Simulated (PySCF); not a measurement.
# One shape, several levels: MoHClO3 (SMILES [O]=[Mo](=[O])([OH])[Cl])

Wanted: a comparison of 3 runs (HF/3-21G, B3LYP/def2-SVP, PBE0/def2-SVP) of MoHClO3. Input form: a Python script.

The calculation is run with PySCF 2.14.0.

### Step 1. The molecule

MoHClO3: 6 atoms, total charge 0, spin state singlet. As SMILES, `[O]=[Mo](=[O])([OH])[Cl]`. Geometry: relaxed at PBE0-D4/def2-TZVP. This is one conformer, not always the lowest.

Bond lengths: O1–Mo2 1.669 Å, Mo2–O3 1.669 Å, Mo2–O4 1.860 Å, Mo2–Cl5 2.254 Å, O4–H6 0.962 Å. Angles: O1–Mo2–O3 108.0°, O1–Mo2–O4 109.0°, O1–Mo2–Cl5 109.7°, O3–Mo2–O4 110.3°, O3–Mo2–Cl5 109.1°, O4–Mo2–Cl5 110.6°, Mo2–O4–H6 124.3°.

### Step 2. Energy and gradient at HF/3-21G (run 1)

Input file input.py:

```python
import pyscf.grad
from pyscf import gto, scf

molecule = gto.M(
    atom='''
O      2.416582    -1.967772     1.994606
Mo     0.570508    -0.555202    -0.136627
O     -1.222842    -2.768071    -1.491939
O     -1.445074     1.822452     1.487970
Cl     2.981988     1.304667    -3.115780
H     -3.221416     2.042983     1.174654
''',
    verbose=4,
    unit='bohr',
    basis='3-21g',
    max_memory=1860,
)

hf = scf.RHF(molecule)
hf.conv_tol = 1e-10
hf.kernel()
if not hf.converged:
    hf = hf.newton().run(hf.mo_coeff, hf.mo_occ)

etot = hf.e_tot
print(f'total energy: {etot:.8f} hartree')
grad = hf.Gradients().kernel()
hf.analyze()
```

Started as:

```sh
OMP_NUM_THREADS=1 python input.py
```

The log of the run:

```text
PySCF version 2.14.0

[... 103 lines left out ...]
MO #3   energy= -103.047991506306  occ= 2
[... 14 lines left out ...]
MO #18  energy= -9.81349981039715  occ= 2
[... 14 lines left out ...]
MO #33  energy= -0.652845915816028 occ= 2
[... 14 lines left out ...]
MO #48  energy= 0.0782555123454105 occ= 0
[... 14 lines left out ...]
MO #63  energy= 0.995588115791005  occ= 0
[... 14 lines left out ...]
MO #78  energy= 3.16065556850693   occ= 0
[... 87 lines left out ...]
Dipole moment(X, Y, Z, Debye): -3.07862,  1.10529,  0.50655
```

Wall time 14 s (1 thread of Intel Xeon at 2.50GHz (Skylake/Cascade Lake), shared host); peak memory 0.15 GiB.

### Step 3. Energy and forces at B3LYP/def2-SVP (core potential) (run 2)

Input file job.py:

```python
# [O]=[Mo](=[O])([OH])[Cl]
import pyscf.grad
from pyscf import gto, dft

molecule = gto.M(
    atom=[
    ('O', (1.278800, -1.041300, 1.055500)),
    ('Mo', (0.301900, -0.293800, -0.072300)),
    ('O', (-0.647100, -1.464800, -0.789500)),
    ('O', (-0.764700, 0.964400, 0.787400)),
    ('Cl', (1.578000, 0.690400, -1.648800)),
    ('H', (-1.704700, 1.081100, 0.621600)),
],
    spin=0,
    verbose=4,
    basis='def2-svp',
    max_memory=1860,
    ecp={'Mo': 'def2-svp'},
)

mf = dft.RKS(molecule)
mf.xc = 'b3lyp'
mf.grids.level = 5
mf.conv_tol = 1e-10
mf.kernel()
if not mf.converged:
    mf = mf.newton().run(mf.mo_coeff, mf.mo_occ)

etot = mf.e_tot
print(f'total energy: {etot:.8f} hartree')
grad = mf.Gradients().kernel()
dip = mf.dip_moment()
pop, q = mf.mulliken_pop()
```

Started as:

```sh
OMP_NUM_THREADS=1 python job.py
```

The log of the run:

```text
PySCF version 2.14.0

[... 80 lines left out ...]
converged SCF energy = -754.562955645759
total energy: -754.56295565 hartree
[... 13 lines left out ...]
Dipole moment(X, Y, Z, Debye): -2.15196,  1.89544, -0.15589
[... 103 lines left out ...]
charge of    5H =      0.23548
```

Wall time 66 s (1 thread of Intel Xeon at 2.50GHz (Skylake/Cascade Lake), shared host); peak memory 0.95 GiB.

### Step 4. Energy and forces at PBE0/def2-SVP (core potential) (run 3)

Input file calc.py:

```python
from pyscf import gto, dft

molecule = gto.M(
    atom=[
    ('O', (1.278800, -1.041300, 1.055500)),
    ('Mo', (0.301900, -0.293800, -0.072300)),
    ('O', (-0.647100, -1.464800, -0.789500)),
    ('O', (-0.764700, 0.964400, 0.787400)),
    ('Cl', (1.578000, 0.690400, -1.648800)),
    ('H', (-1.704700, 1.081100, 0.621600)),
],
    ecp={'Mo': 'def2-svp'},
    verbose=3,
    basis='def2-svp',
    max_memory=1860,
)

mf = dft.RKS(molecule)
mf.xc = 'pbe0'
mf.conv_tol = 1e-10
mf.grids.level = 5
mf.kernel()
if not mf.converged:
    mf = mf.newton().run(mf.mo_coeff, mf.mo_occ)

e_tot = mf.e_tot
print('E(%s) = %.9f' % ('PBE0', e_tot))
grad = mf.nuc_grad_method().kernel()
mf.analyze()
```

Started as:

```sh
OMP_NUM_THREADS=1 python calc.py
```

The log of the run:

```text
converged SCF energy = -754.122647459189
[... 21 lines left out ...]
MO #11  energy= -1.74444061382008  occ= 2
[... 16 lines left out ...]
MO #28  energy= -0.351408441338774 occ= 2
[... 16 lines left out ...]
MO #45  energy= 0.377508021185072  occ= 0
[... 16 lines left out ...]
MO #62  energy= 1.09536708347556   occ= 0
[... 16 lines left out ...]
MO #79  energy= 1.7682284361006    occ= 0
[... 16 lines left out ...]
MO #96  energy= 39.3971027049682   occ= 0
[... 7 lines left out ...]
Dipole moment(X, Y, Z, Debye): -2.20398,  1.86811, -0.11344
```

Wall time 76 s (1 thread of Intel Xeon at 2.50GHz (Skylake/Cascade Lake), shared host); peak memory 0.94 GiB.

### Step 5. All runs side by side

```csv
run,level,core potential,integration grid,energy (Eh),dipole moment (D),HOMO energy (eV),LUMO energy (eV),wall time
1,HF/3-21G,–,–,-4637.805585,3.31,-13.11,-0.51,14 s
2,B3LYP/def2-SVP (core potential),def2-svp,5,-754.562956,2.87,-9.20,-3.09,66 s
3,PBE0/def2-SVP (core potential),def2-svp,5,-754.122647,2.89,-9.56,-2.95,76 s
```

### Step 6. Results

| quantity | value |
| --- | --- |
| run 3: total energy | -754.12265 Eh |
| run 3: dipole moment | 2.89 D |
| run 3: HOMO energy | -9.56 eV |
| run 3: LUMO energy | -2.95 eV |
| run 3: HOMO–LUMO gap | 6.62 eV |
| run 3: largest force on an atom | 0.349 eV/Å |

The dipole moment (its size) runs from 2.87 D (B3LYP/def2-SVP) to 3.31 D (HF/3-21G). The two ends differ in method and basis and core potential. The HOMO–LUMO gap runs from 6.12 eV (B3LYP/def2-SVP) to 12.60 eV (HF/3-21G). Totals of different functionals can't be ranked against each other. Some runs of one species differ in core potentials or relativity; totals across that change don't compare. In run 1 relativity is left out where basis or elements ask for it. All runs together took 2.6 min, the longest 76 s.
